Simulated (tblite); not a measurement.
# C3H10B2N: the cost of one run

Programs: tblite 0.8.0 and PySCF 2.14.0, with density-fitted response routines of our own. Each step states its level of theory. These are calculated values for one molecule in the gas phase, unless marked as measured. Atoms are numbered from 0 throughout.

## Step 1: The molecule as given

16 atoms, charge 0, multiplicity 2; geometry from: force field or distance geometry start.

Bonds of the start (Å): C0–B1 1.59, B1–C2 1.61, C2–B3 1.59, B3–N4 1.51, N4–C5 1.45, C0–H6 1.11, C0–H7 1.11, C0–H8 1.11, C2–H9 1.09, C2–H10 1.12, B3–H11 1.18, N4–H12 1.03, C5–H13 1.12, C5–H14 1.12, C5–H15 1.09.

## Step 2: Geometry optimisation with GFN2-xTB

Job settings and geometry (Å):

```
{"job": {"kind": "relax", "xc": "GFN2-xTB", "basis": "xTB"}, "charge": 0, "multiplicity": 2}
C     -2.798900     0.396100     0.361500
B     -2.037200    -0.799400    -0.352000
C     -0.683200    -1.254700     0.398900
B      0.442200    -0.265500    -0.121900
N      1.892400    -0.454700     0.247400
C      2.605300     0.808300     0.310900
H     -3.878500     0.315100     0.115800
H     -2.617400     0.296500     1.449800
H     -2.391800     1.382700     0.040300
H     -0.478800    -2.311800     0.210400
H     -0.860700    -1.087900     1.487900
H      0.079900     0.813300    -0.424600
H      2.383100    -1.179000    -0.289300
H      3.624200     0.553900     0.713900
H      2.051600     1.472800     1.020800
H      2.660300     1.323200    -0.646300
```

The run is started by

```bash
$ OMP_NUM_THREADS=1 python probes_run.py task.json out
```

One launch serves the whole session: the jobs run in the order shown.

Q: Estimate the wall time of this first job on 1 thread of Intel Xeon at 2.50GHz, shared host.

About 1.9 s.
